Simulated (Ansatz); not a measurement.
# BBrH2N: the cost of one run

Program: Ansatz 0.2.0, Gaussian basis. Level of theory: single points in def2-TZVPPD. These are calculated values, not measurements.

Cores are frozen in the correlated methods. Filled d shells of the heavier atoms are correlated.

1 further run of the same task is left out (it didn't finish).

### Step 1. Starting geometry

SMILES `[NH-]BBr`, 5 atoms, charge -1, spin multiplicity 1.

Atoms are counted from 1 here; the program's logs count them from 0.

Bond lengths: N1–B2 1.341 Å, N1–H4 1.044 Å, B2–Br3 2.186 Å, B2–H5 1.251 Å. Angles: B2–N1–H4 119.1°, N1–B2–Br3 124.7°, N1–B2–H5 129.8°, Br3–B2–H5 105.3°.

Coordinates:

```xyz
5

N    -0.4728   -1.0446   -0.1104
B     0.3803   -0.0543    0.1875
Br    0.0240    2.0629   -0.2251
H    -1.3039   -0.8365   -0.7068
H     1.4688   -0.0930    0.8036
```

### Step 2. PBE-D4/def2-TZVPPD

Contents of run/in.yaml:

```yaml
crystal:
  periodic: [false, false, false]
  atoms:
    - {symbol: N, position_ang: [-0.472842, -1.044554, -0.110358]}
    - {symbol: B, position_ang: [0.380335, -0.054332, 0.187495]}
    - {symbol: Br, position_ang: [0.024030, 2.062923, -0.225107]}
    - {symbol: H, position_ang: [-1.303907, -0.836545, -0.706821]}
    - {symbol: H, position_ang: [1.468771, -0.092951, 0.803603]}
basis:
  gaussian: {orbitals: "def2-TZVPPD.json"}
total_charge: -1
hamiltonian: {xc: pbe, dispersion: d4}
output: {forces: true}
```

The basis file named in the input lies beside it (Basis Set Exchange, JSON).

Started as:

```
> ansatz run in.yaml --threads 2 --pin off --events-out ev --progress --plain --max-ram 3481MiB
```

**Question.** How long does this run take on 2 threads of Arm Neoverse V1, shared host, and how much memory does it need?

About 2.2 s, with a peak of 0.17 GiB.
